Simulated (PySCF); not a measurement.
# O4Ru (RuO4): the cost of one run

Method: levels as typed in each script, gas phase, geometry from GFN2-xTB; program: PySCF 2.14.0.

### 1 The starting structure

5 atoms, charge 0, spin multiplicity 1.

Bond lengths: Ru1–O2 1.604 Å, Ru1–O3 1.604 Å, Ru1–O4 1.604 Å, Ru1–O5 1.604 Å. Angles: O2–Ru1–O3 109.5°, O2–Ru1–O4 109.5°, O2–Ru1–O5 109.5°, O3–Ru1–O4 109.5°, O3–Ru1–O5 109.5°, O4–Ru1–O5 109.4°.

Geometry (Å):

```xyz
5

Ru   -0.00008   -0.00003   -0.00001
O    -0.92610   -1.21036    0.49971
O    -0.92605    1.21048   -0.49968
O     0.92628   -0.49977   -1.21018
O     0.92630    0.49981    1.21020
```

### 2 Density, bond paths and surface potential (PBE0/def2-svpd)

Contents of input.py:

```python
import numpy as np
from pyscf import gto, scf, dft
from pyscf.scf import atom_ks, atom_hf
from scipy.linalg import block_diag

def solve(mol, dm0=None, hcore=None):
    mf = (dft.UKS if mol.spin else dft.RKS)(mol, xc='pbe0')
    mf.grids.level = 3
    mf = mf.density_fit(auxbasis='def2-universal-jkfit')
    mf.conv_tol, mf.max_cycle = 1e-8, 80
    if hcore is not None:
        mf.get_hcore = lambda *args: hcore
    mf.kernel(dm0)
    if not mf.converged:
        mf = mf.newton().run(mf.mo_coeff, mf.mo_occ, max_cycle=30)
    assert mf.converged, 'SCF not converged'
    return mf

mol = gto.M(atom='''
Ru    -0.00008    -0.00003    -0.00001
O     -0.92610    -1.21036     0.49971
O     -0.92605     1.21048    -0.49968
O      0.92628    -0.49977    -1.21018
O      0.92630     0.49981     1.21020
''', basis='def2-svpd', ecp={'Ru': 'def2-svpd'}, charge=0, spin=0, verbose=4)
mf = solve(mol)
mf.analyze()
# spherically averaged free atoms, for the promolecule
atom_ks.AtomSphAverageRKS.init_guess_by_vsap = lambda self, mol=None: self.init_guess_by_minao(mol)  # core potentials
atm = atom_ks.get_atm_nrks(mol, xc='pbe0')
pro = block_diag(*[(atm[a[0]][2] * atm[a[0]][3]) @ atm[a[0]][2].T for a in mol._atom])
np.savez('result.npz', e=mf.e_tot, c=mf.mo_coeff, occ=mf.mo_occ, eps=mf.mo_energy, pro=pro, dip=mf.dip_moment(verbose=0), s2=mf.spin_square()[0])
```

Run with:

```bash
$ OMP_NUM_THREADS=1 python input.py
```

Q: Estimate wall time and peak memory on 1 thread of Arm Neoverse V2, shared host.

About 9.9 s, with a peak of 0.5 GiB.
